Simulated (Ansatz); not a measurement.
# BFH₇NSi₂: one species, many methods

The task here is to estimate one member of a computed series from the others.

Method: functionals in def2-TZVPP, the program's frozen cores in correlated methods; program: Ansatz 0.2.0, Gaussian basis.

The runs, in order: LDA (SPW92), PBE-D4, revPBE-D4, BLYP-D4, r2SCAN-D4, B97M-V, PBE0-D4, B3LYP-D4, r2SCANh-D4, r2SCAN0-D4, HSE06-D4, BHLYP-D4, CAM-B3LYP-D4, LC-ωPBE, ωB97X-V, ωB97M-V, B2PLYP, PBE-QIDH; CCSD(T)/def2-SVP; CCSD(T)/def2-TZVPP; MP2/def2-QZVPP; extrapolation to the limit; RPA on PBE.

## The geometry

The geometry comes from an earlier relaxation with PBE0-D4 in a triple-zeta def2 set; it is a stationary point, not always the lowest conformer.

SMILES `FBN([SiH3])[SiH3]`, 12 atoms, charge 0, spin multiplicity 1.

Atoms are counted from 1 here; the program's logs count them from 0.

Bond lengths: F1–B2 1.339 Å, B2–N3 1.409 Å, B2–H6 1.196 Å, N3–Si4 1.749 Å, N3–Si5 1.759 Å, Si4–H7 1.485 Å, Si4–H8 1.485 Å, Si4–H9 1.482 Å, Si5–H10 1.482 Å, Si5–H11 1.486 Å, Si5–H12 1.482 Å. Angles: F1–B2–N3 118.6°, F1–B2–H6 117.9°, N3–B2–H6 123.5°, B2–N3–Si4 121.5°, B2–N3–Si5 119.2°, Si4–N3–Si5 119.3°, N3–Si4–H7 109.9°, N3–Si4–H8 109.9°, N3–Si4–H9 108.6°, H7–Si4–H8 108.3°, H7–Si4–H9 110.1°, H8–Si4–H9 110.1°, N3–Si5–H10 110.9°, N3–Si5–H11 106.0°, N3–Si5–H12 110.9°, H10–Si5–H11 109.5°, H10–Si5–H12 110.0°, H11–Si5–H12 109.4°.

The first run:

in.yaml

```yaml
crystal:
  periodic: [false, false, false]
  atoms:
    - {symbol: F, position_ang: [0.720937, 2.419914, 0.529967]}
    - {symbol: B, position_ang: [0.041039, 1.355993, 0.975288]}
    - {symbol: N, position_ang: [-0.006339, 0.201574, 0.169349]}
    - {symbol: Si, position_ang: [-0.873205, -1.231206, 0.674828]}
    - {symbol: Si, position_ang: [0.824907, 0.204099, -1.381076]}
    - {symbol: H, position_ang: [-0.495184, 1.440346, 2.040694]}
    - {symbol: H, position_ang: [0.057313, -2.386869, 0.743743]}
    - {symbol: H, position_ang: [-1.941368, -1.549885, -0.306921]}
    - {symbol: H, position_ang: [-1.467839, -0.977030, 2.008098]}
    - {symbol: H, position_ang: [0.272172, 1.247964, -2.276561]}
    - {symbol: H, position_ang: [0.586139, -1.136506, -1.976944]}
    - {symbol: H, position_ang: [2.281418, 0.411616, -1.200474]}
basis:
  gaussian: {orbitals: def2-TZVPP}
hamiltonian: {xc: lda}
output: {orbitals: {seedname: orbitals}}
```

Among the steps run: LDA; PBE-D4 (GGA); revPBE-D4 (GGA); BLYP-D4 (GGA); r2SCAN-D4 (meta-GGA); B97M-V (meta-GGA); PBE0-D4 (hybrid); B3LYP-D4 (hybrid); r2SCANh-D4 (hybrid); r2SCAN0-D4 (hybrid); HSE06-D4 (hybrid); BHLYP-D4 (hybrid); CAM-B3LYP-D4 (range-separated); LC-ωPBE-D4 (range-separated; the results give it without D4); ωB97X-V (range-separated); ωB97M-V (range-separated); B2PLYP (double hybrid); PBE-QIDH (double hybrid).

One of the session's tables, all rows but one given; the rest of the session is left out.

It belongs to the step «Frontier levels by functional». 

| functional | HOMO (eV) | gap (eV) |
| --- | --- | --- |
| LDA (SPW92) | -7.24 | 5.95 |
| PBE-D4 | -7.14 | 6.12 |
| revPBE-D4 | -7.10 | 6.19 |
| BLYP-D4 | -7.02 | 6.14 |
| r2SCAN-D4 | -7.44 | 6.78 |
| B97M-V | -7.58 | 6.76 |
| PBE0-D4 | -8.43 | 8.36 |
| B3LYP-D4 | ? | ? |
| r2SCANh-D4 | -7.91 | 7.59 |
| r2SCAN0-D4 | -8.63 | 8.78 |
| HSE06-D4 | -8.03 | 7.58 |
| BHLYP-D4 | -9.63 | 10.46 |
| CAM-B3LYP-D4 | -9.78 | 10.73 |
| LC-ωPBE | -11.13 | 13.25 |
| ωB97X-V | -10.79 | 12.74 |
| ωB97M-V | -10.67 | 12.29 |

Q: Estimate the row for B3LYP-D4 from the others.

Worked estimate for «HOMO (eV)». Against the share of exact exchange, BLYP-D4 (0, -7.02), BHLYP-D4 (0.5, -9.63) give a slope of -5.22 per unit share; at 0.2 the line stands at -8.06.

The run gave: HOMO (eV): -8.21; gap (eV): 7.91. In «HOMO (eV)» the line misses by +0.15.
